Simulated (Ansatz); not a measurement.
# GaH3S2Si: small, medium and large basis sets

Aim: see how fast density functionals converge with the basis set for GaH3S2Si.

Program: Ansatz 0.2.0, Gaussian basis. Level of theory: one geometry, several basis sets. These are calculated values, not measurements.

The runs, in order: PBE0-D4/def2-SVP; ωB97M-V/def2-SVP; PBE0-D4/def2-QZVPP; ωB97M-V/def2-QZVPP; the functionals' def2-TZVPP values are taken from earlier runs.

## 1. The relaxed structure

An earlier PBE0-D4 in a triple-zeta def2 set relaxation fixed the geometry.

SMILES `[SiH2]1S[S][GaH]1`, 7 atoms, charge 0, spin multiplicity 1.

Atoms are counted from 1 here; the program's logs count them from 0.

Bond lengths: Si1–S2 2.165 Å, Si1–Ga4 2.390 Å, Si1–H5 1.489 Å, Si1–H6 1.489 Å, S2–S3 2.110 Å, S3–Ga4 2.224 Å, Ga4–H7 1.557 Å. Angles: S2–Si1–Ga4 86.7°, S2–Si1–H5 111.6°, S2–Si1–H6 111.6°, Ga4–Si1–H5 118.8°, Ga4–Si1–H6 119.0°, H5–Si1–H6 107.4°, Si1–S2–S3 94.9°, S2–S3–Ga4 92.5°, Si1–Ga4–S3 86.0°, Si1–Ga4–H7 150.2°, S3–Ga4–H7 123.8°.

## 2. PBE0-D4 in def2-SVP

Contents of in.yaml:

```yaml
crystal:
  periodic: [false, false, false]
  atoms:
    - {symbol: Si, position_ang: [-0.752919, 0.646980, 0.408071]}
    - {symbol: S, position_ang: [-0.067934, -0.864502, 1.798510]}
    - {symbol: S, position_ang: [1.309867, -1.731870, 0.455822]}
    - {symbol: Ga, position_ang: [0.786159, -0.295399, -1.159471]}
    - {symbol: H, position_ang: [-0.501375, 2.021106, 0.923689]}
    - {symbol: H, position_ang: [-2.213899, 0.529088, 0.145603]}
    - {symbol: H, position_ang: [1.440111, -0.305413, -2.572234]}
basis:
  gaussian: {orbitals: def2-SVP}
hamiltonian: {xc: pbe0, dispersion: d4}
output: {orbitals: {seedname: orbitals}}
```

Started as:

```bash
ansatz run in.yaml --threads 4 --pin off --events-out ev --progress --plain --max-ram 10444MiB
```

Further steps of the session: ωB97M-V in def2-SVP; PBE0-D4 in def2-QZVPP; ωB97M-V in def2-QZVPP.

**Question.** What will the summary of the whole plan be? Wanted: PBE0-D4: double and triple zeta above quadruple; ωB97M-V: double and triple zeta above quadruple.

As calculated:

| quantity | value |
| --- | --- |
| PBE0-D4: double and triple zeta above quadruple | 19.26, 2.09 eV |
| ωB97M-V: double and triple zeta above quadruple | 19.07, 2.01 eV |

In words: PBE0-D4 gains 17.17 eV from double to triple zeta, then 2.09 eV more. These are total energies; as a rule much of such shifts cancels in differences, which this series doesn't test.
